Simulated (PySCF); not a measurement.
# Cl2Pb (Pb(Cl)2): the cost of one run

The runs use PySCF 2.14.0; PBE0, Pb def2-SVP with ECP60, Cl def2-SVP; scalar-relativistic core potentials, no spin–orbit coupling.

2 further runs of the same task are left out: 2 for a known fault of the program.

## 1. The system as given

3 atoms, charge 0, spin multiplicity 1.

Bond lengths: Pb1–Cl2 2.483 Å, Pb1–Cl3 2.483 Å. Angles: Cl2–Pb1–Cl3 99.6°.

As a file:

```xyz
3
charge 0, multiplicity 1
Pb    0.00000    0.00000   -0.62890
Cl    1.89615    0.00000    0.97426
Cl   -1.89615    0.00000    0.97426
```

Formal oxidation states: Pb +2. An earlier session relaxed this geometry at PBE0, Pb def2-SVP with ECP60, Cl def2-SVP (singlet, point group C2v).

Its energy there is -1112.789325 Eh.

## 2. Atoms moved at random, σ = 0.15 Å

File run.py (the lines that set the calculation):

```python
mol = gto.M(atom='''
Pb    -0.01193     0.05405    -0.53668
Cl     1.76772     0.16244     1.04869
Cl    -1.75579    -0.21650     0.80760''',
    basis={'Pb': 'def2-SVP', 'Cl': 'def2-SVP'},
    ecp={'Pb': 'def2-SVP'},
    charge=0, spin=0)
mf = dft.RKS(mol, xc='PBE0')
mf.grids.atom_grid = (50, 194)
mf = mf.density_fit()  # fitting sets: Pb def2-universal-JKFIT, Cl def2-universal-JKFIT
mf.conv_tol = 1e-08; mf.max_cycle = 55
mf.kernel(dm0)  # dm0: the density of the relaxed state
```

The run is started by

```sh
$ OMP_NUM_THREADS=2 python run.py
```

**Question.** How long does this run take on 2 threads of Arm Neoverse V1, shared host?

About 1.1 s.
